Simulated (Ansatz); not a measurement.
# C2H3ClFNOSi: small, medium and large basis sets

An exercise on one series of results from a longer session: the logs are not shown, and one member is left open.

The runs use Ansatz 0.2.0, Gaussian basis; one geometry, several basis sets.

Plan: PBE0-D4/def2-SVP; ωB97M-V/def2-SVP; PBE0-D4/def2-QZVPP; ωB97M-V/def2-QZVPP; the functionals' def2-TZVPP values are taken from earlier runs.

## Structure used throughout

All runs share one geometry, relaxed beforehand with PBE0-D4 in a triple-zeta def2 set.

SMILES `C[Si](F)(Cl)N=C=O`, 10 atoms, charge 0, spin multiplicity 1.

Atoms are counted from 1 here; the program's logs count them from 0.

Bond lengths: C1–Si2 1.833 Å, C1–H8 1.092 Å, C1–H9 1.093 Å, C1–H10 1.092 Å, Si2–F3 1.586 Å, Si2–Cl4 2.039 Å, Si2–N5 1.695 Å, N5–C6 1.198 Å, C6–O7 1.160 Å. Angles: Si2–C1–H8 110.6°, Si2–C1–H9 110.0°, Si2–C1–H10 110.4°, H8–C1–H9 108.7°, H8–C1–H10 108.5°, H9–C1–H10 108.6°, C1–Si2–F3 110.2°, C1–Si2–Cl4 111.6°, C1–Si2–N5 111.3°, F3–Si2–Cl4 107.0°, F3–Si2–N5 107.3°, Cl4–Si2–N5 109.2°, Si2–N5–C6 154.7°, N5–C6–O7 177.3°.

As a file:

```xyz
10
charge 0, multiplicity 1
C    -1.5469   -0.4790   -0.1408
Si    0.1459   -0.3257    0.5460
F     0.0808    0.0284    2.0905
Cl    1.1852   -2.0713    0.3766
N     1.0096    0.9154   -0.2197
C     1.9909    1.4327   -0.6718
O     2.9101    1.9742   -1.1275
H    -2.1026   -1.2610    0.3801
H    -2.0833    0.4661   -0.0280
H    -1.5065   -0.7311   -1.2022
```

Set-up of the first run:

in.yaml

```yaml
crystal:
  periodic: [false, false, false]
  atoms:
    - {symbol: C, position_ang: [-1.546918, -0.479000, -0.140808]}
    - {symbol: Si, position_ang: [0.145923, -0.325730, 0.545957]}
    - {symbol: F, position_ang: [0.080822, 0.028428, 2.090503]}
    - {symbol: Cl, position_ang: [1.185230, -2.071266, 0.376559]}
    - {symbol: N, position_ang: [1.009586, 0.915361, -0.219737]}
    - {symbol: C, position_ang: [1.990861, 1.432739, -0.671801]}
    - {symbol: O, position_ang: [2.910100, 1.974165, -1.127542]}
    - {symbol: H, position_ang: [-2.102629, -1.260961, 0.380123]}
    - {symbol: H, position_ang: [-2.083277, 0.466138, -0.028010]}
    - {symbol: H, position_ang: [-1.506498, -0.731072, -1.202243]}
basis:
  gaussian: {orbitals: def2-SVP}
hamiltonian: {xc: pbe0, dispersion: d4}
output: {orbitals: {seedname: orbitals}}
```

Started as:

```sh
> ansatz run in.yaml --threads 2 --pin off --events-out ev --progress --plain --max-ram 32768MiB --backend cpu
```

Steps of the session up to this table: PBE0-D4 in def2-SVP; ωB97M-V in def2-SVP; PBE0-D4 in def2-QZVPP; ωB97M-V in def2-QZVPP.

One table of the session follows, with a row left open; its other results are not shown here.

It belongs to the step «Density functionals: the series». 

```
functional       basis  HOMO (eV)  LUMO (eV)
   PBE0-D4    def2-SVP          ?          ?
   PBE0-D4  def2-TZVPP      -9.16       0.13
   PBE0-D4  def2-QZVPP      -9.19       0.05
   ωB97M-V    def2-SVP     -11.24       2.59
   ωB97M-V  def2-TZVPP     -11.39       2.21
   ωB97M-V  def2-QZVPP     -11.43       1.46
```

Estimate the missing values for PBE0-D4, def2-SVP.

**Answer.** HOMO (eV): -9.05; LUMO (eV): 0.36. In the column «HOMO (eV)» it is the highest.
